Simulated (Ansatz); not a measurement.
# MoS2: the cost of one run

Method: DFT LDA, scalar-relativistic, plane waves, PAW, and further levels as typed in the inputs, in Ansatz 0.2.0.

### 1 The starting structure

Symmetry: P6_3/mmc, No. 194, hexagonal system. Conventional cell: a = 3.169 Å, b = 3.169 Å, c = 12.324 Å, α = 90.00°, β = 90.00°, γ = 120.00°. Mo (site symmetry -6m2) is surrounded by 6 S at 2.41 Å. S (site symmetry 3m) has 3 Mo at 2.41 Å in its first shell of neighbours.

Structure file:

```cif
data_structure
_symmetry_space_group_name_H-M 'P 1'
_symmetry_Int_Tables_number 1
_cell_length_a 3.1690
_cell_length_b 3.1690
_cell_length_c 12.3240
_cell_angle_alpha 90.000
_cell_angle_beta 90.000
_cell_angle_gamma 120.000
_cell_volume 107.18
loop_
_atom_site_label
_atom_site_type_symbol
_atom_site_fract_x
_atom_site_fract_y
_atom_site_fract_z
_atom_site_occupancy
Mo1 Mo 0.33333 0.66667 0.25000 1
Mo2 Mo 0.66667 0.33333 0.75000 1
S1 S 0.33333 0.66667 0.62300 1
S2 S 0.66667 0.33333 0.12300 1
S3 S 0.33333 0.66667 0.87700 1
S4 S 0.66667 0.33333 0.37700 1
```

The structure rests on an entry of the Crystallography Open Database; cell or positions may have been set otherwise for this series.

### 2 Single point: MoS2, no spin

Contents of input.yaml:

```yaml
crystal:
  lattice:
    - [3.169, 0.0, 0.0]
    - [-1.5845, 2.7444345046, 0.0]
    - [0.0, 0.0, 12.324]
  atoms:
    - { symbol: Mo, position: [0.3333333333, 0.6666666667, 0.25] }
    - { symbol: Mo, position: [0.6666666667, 0.3333333333, 0.75] }
    - { symbol: S, position: [0.3333333333, 0.6666666667, 0.623] }
    - { symbol: S, position: [0.6666666667, 0.3333333333, 0.123] }
    - { symbol: S, position: [0.3333333333, 0.6666666667, 0.877] }
    - { symbol: S, position: [0.6666666667, 0.3333333333, 0.377] }
scf:
  occupations: { method: fixed }
output:
  forces: false
  stress: false
  eigenvalues: true
  eigenstates:
    kpoints:
      - [0.3333333333333, 0.3333333333333, 0]
      - [0, 0, 0]
      - [0.3333333333333, 0.3333333333333, 0.5]
    e_range: [-2.5, 3]
  write_density: true
  write_potential: true
  elf: true
  volumetric_format: npy
kpoints:
  mp_grid: { grid: [9, 9, 2] }
hamiltonian:
  xc: lda
```

The run is started by

```
ansatz run input.yaml --threads 8 --pin off --max-ram 32768MiB --backend cpu --events-out ev --progress --plain --runs-dir out
```

What time and memory should one allow on 8 threads of Intel Xeon Platinum 8259CL at 2.50GHz (Skylake/Cascade Lake), shared host?

About 1.8 s, with a peak of 0.56 GiB.
